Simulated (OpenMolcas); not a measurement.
# Fe²⁺ among point charges: CASSCF and CASPT2 levels and susceptibility

Aim: the splitting of the states of Fe²⁺ in the field of 4 point charges, its lowest levels with spin-orbit coupling and its magnetic susceptibility.

The numbers are computed with OpenMolcas 26.06 (state-averaged CASSCF and CASPT2, spin-orbit coupling by RASSI with atomic mean-field integrals), except any that are marked as measured or tabulated.

### 1 The system

- Species: Fe²⁺ (iron, Z = 26, 24 electrons)
- Basis: ANO-RCC-VDZP [5s4p2d1f], 34 functions
- Scalar Hamiltonian: DKH2, point nucleus
- Inactive shells: 1s 2s 2p 3s 3p
- Active space: 6 electrons in 5 orbitals (3d)
- Some configurations of this space: 3d6
- Orbitals: optimised for each spin and parity, averaged over all roots

Outer shells as boxes (Hund's rule):

3d6
```
3d [↑↓][↑ ][↑ ][↑ ][↑ ]
```

The ion sits among 4 point charges of -1.6 e arranged as a square (D4h), 2 Å from the ion.

Each step is its own input file, run in one work folder so that later steps find the files of earlier ones. Labels, J, g values, rates, χT and fits are worked out afterwards by a script from the matrices that RASSI stores. The input lists half of the charges; inversion (Group=XYZ) makes the rest.

### 2 Basis and integrals

Input file a.inp:

```
&GATEWAY
Coord
1

Fe 0.0 0.0 0.0
Basis=ANO-RCC-VDZP
Group=XYZ
NoMove
AngMom=0.0 0.0 0.0
AMFI
XField
2 Angstrom 0
2.000000 0.000000 0.000000 -1.600000
0.000000 2.000000 0.000000 -1.600000
&SEWARD
```

The run is started by

```
$ OMP_NUM_THREADS=1 MOLCAS_MEM=1689 MOLCAS_PROJECT=a pymolcas a.inp > a.log
```

### 3 Reference wave functions, quintets of even parity, 5 roots

Input file a.inp:

```
&RASSCF
FileOrb=start.orb
Symmetry=1
Spin=5
nActEl=6 0 0
Inactive=3 6
Ras2=5 0
CIRoot=5 5 1
SDav=5
CIMx=300
Iter=120 100
PrWF=0.3
OrbListing=Nothing
MaxOrb=0
>>> COPY $Project.JobIph JOB001
```

start.orb holds the contracted functions of the basis, ordered by shell, or the orbitals of the step before.

### 4 Reference wave functions, triplets of even parity, 45 roots

Input file a.inp:

```
&RASSCF
FileOrb=start.orb
Symmetry=1
Spin=3
nActEl=6 0 0
Inactive=3 6
Ras2=5 0
CIRoot=45 45 1
SDav=45
CIMx=300
Iter=120 100
PrWF=0.3
OrbListing=Nothing
MaxOrb=0
>>> COPY $Project.JobIph JOB002
```

### 5 Reference wave functions, singlets of even parity, 50 roots

Input file a.inp:

```
&RASSCF
FileOrb=start.orb
Symmetry=1
Spin=1
nActEl=6 0 0
Inactive=3 6
Ras2=5 0
CIRoot=50 50 1
SDav=50
CIMx=300
Iter=120 100
PrWF=0.3
OrbListing=Nothing
MaxOrb=0
>>> COPY $Project.JobIph JOB003
```

### 6 RASSI: spin-orbit coupling between the states

Input file a.inp:

```
&RASSI
NrOfJobIphs=3 5 45 50
1 2 3 4 5
1 2 3 4 5 6 7 8 9 10 11 12 13 14 15 16 17 18 19 20 21 22 23 24 25 26 27
28 29 30 31 32 33 34 35 36 37 38 39 40 41 42 43 44 45
1 2 3 4 5 6 7 8 9 10 11 12 13 14 15 16 17 18 19 20 21 22 23 24 25 26 27
28 29 30 31 32 33 34 35 36 37 38 39 40 41 42 43 44 45 46 47 48 49 50
IphNames
JOB001
JOB002
JOB003
EJob
SpinOrbit
DIPRint=1.0
SOCoupling=1000.0
Subsets=2
Property=9
'ANGMOM' 1 'ANGMOM' 2 'ANGMOM' 3 'MLTPL  1' 1 'MLTPL  1' 2 'MLTPL  1' 3
'AMFI' 1 'AMFI' 2 'AMFI' 3
SOProperty=3
'ANGMOM' 1 'ANGMOM' 2 'ANGMOM' 3
```

### 7 CASPT2: IPEA 0.25, imaginary shift 0.1 (closed shells correlated: 3s 3p)

Input file a.inp:

```
>>> COPY JOB001 $Project.JobIph
&CASPT2
Multistate=5 1 2 3 4 5
NoMult
Frozen=2 3
IPEA=0.25
Imaginary=0.1
MaxIter=60
WThr=0.0 0.3 0.05
PrWF=0.5
NoMix
>>> COPY JOB002 $Project.JobIph
&CASPT2
Multistate=45 1 2 3 4 5 6 7 8 9 10 11 12 13 14 15 16 17 18 19 20 21 22
23 24 25 26 27 28 29 30 31 32 33 34 35 36 37 38 39 40 41 42 43 44 45
NoMult
Frozen=2 3
IPEA=0.25
Imaginary=0.1
MaxIter=60
WThr=0.0 0.3 0.05
PrWF=0.5
NoMix
>>> COPY JOB003 $Project.JobIph
&CASPT2
Multistate=50 1 2 3 4 5 6 7 8 9 10 11 12 13 14 15 16 17 18 19 20 21 22
23 24 25 26 27 28 29 30 31 32 33 34 35 36 37 38 39 40 41 42 43 44 45 46
47 48 49 50
NoMult
Frozen=2 3
IPEA=0.25
Imaginary=0.1
MaxIter=60
WThr=0.0 0.3 0.05
PrWF=0.5
NoMix
```

(Steps that only read results are left out.)

**Question.** What will these runs give? Wanted: spin-free ground state; first state of the same spin within the active space; lowest level; next level.

As calculated:

| quantity | value |
| --- | --- |
| method | SS-CASPT2, IPEA 0.25, imaginary shift 0.1 (closed shells correlated: 3s 3p) |
| spin-free ground state | 5A1, 1-fold in its orbital part |
| first state of the same spin within the active space | 5E at 5840 cm⁻¹ |
| lowest level | 1-fold A1 |
| next level | 8.0 cm⁻¹ |
| χT at 300 K | 3.27 cm³ K/mol |
| effective moment at 300 K | 5.11 μB |

Cost by method:

```
                                              method  time of its own steps  time with the reference
                                           A. CASSCF                   21 s                     21 s
B. SS-CASPT2, IPEA 0.25, imaginary shift 0.1, +3s 3p                  5.5 s                     26 s
```

Times are of one thread on a shared host.

**Reading.** The spin-free ground state (5A1) comes to 100 % from free-ion D terms and keeps the highest spin of the shell. χT at 300 K is 3.27, against 3.01 cm³ K/mol for the spin alone, so orbital moment adds to it. An active space of the d shell alone favours high spin; real ions in strong fields can be low spin. The field of point charges can differ much from that of real complexes. With metal d orbitals alone active, the gaps between spin states are rough; where two lie within a few thousand cm-1, their order is open. Point charges carry no covalency, so the field is a model and not that of real ligands.
